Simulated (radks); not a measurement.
# Kr²⁺ in [Ar] 3d10 4p6: an all-electron calculation

An exercise on one series of results from a longer session: the logs are not shown, and one member is left open.

Method: Dirac Kohn-Sham, LDA (Slater exchange, VWN5 correlation), spin-unpolarised, spherical densities, finite nucleus. Code: radks (a radial shooting solver on a logarithmic mesh, Libxc functionals) version 1.

### Starting point

| Property | Result |
| --- | --- |
| element | krypton (Z = 36) |
| charge | +2 |
| electrons | 34 |
| configuration | [Ar] 3d10 4p6 |
| nuclear rms radius | 4.1884 fm |

Outer shells as boxes (Hund's rule):

Kr²⁺
```
[Ar] core
3d [↑↓][↑↓][↑↓][↑↓][↑↓]
4p [↑↓][↑↓][↑↓]
```

The first run:

Settings of this run:

```text
Z 36
configuration [Ar] 3d10 4p6
relativity Dirac
functional lda,vwn5
spin unpolarised
j_filling average
nucleus finite rms 4.1884 fm
c 137.035999084
```

Run with:

```sh
> python run_ks.py task.json out
```

The same process makes all the runs of this session.

Steps of the session up to this table: Self-consistent calculation.

One table of the session follows, with a row left open; its other results are not shown here.

It belongs to the step «Orbitals and density». From the orbitals of this run (lengths in bohr):

```
level      <r>  outermost maximum (interpolated)  90 % within  nodes
1s1/2  0.04154                            0.0271       0.0743      0
2s1/2   0.1835                             0.155        0.284      1
2p1/2   0.1575                             0.121        0.258      0
2p3/2   0.1614                             0.124        0.263      0
3s1/2        ?                                 ?            ?      ?
3p1/2   0.5336                             0.457        0.814      1
3p3/2   0.5441                             0.466        0.830      1
3d3/2   0.5517                             0.408        0.903      0
3d5/2   0.5555                             0.411        0.909      0
4p1/2    1.689                              1.45         2.52      2
4p3/2    1.719                              1.47         2.56      2
```

Q: Estimate the row for 3s1/2 from the others.

The run gave: <r>: 0.5309; outermost maximum (interpolated): 0.468; 90 % within: 0.790; nodes: 2. In the column «<r>» it lies between 2s1/2 (0.1835) and 3p1/2 (0.5336).
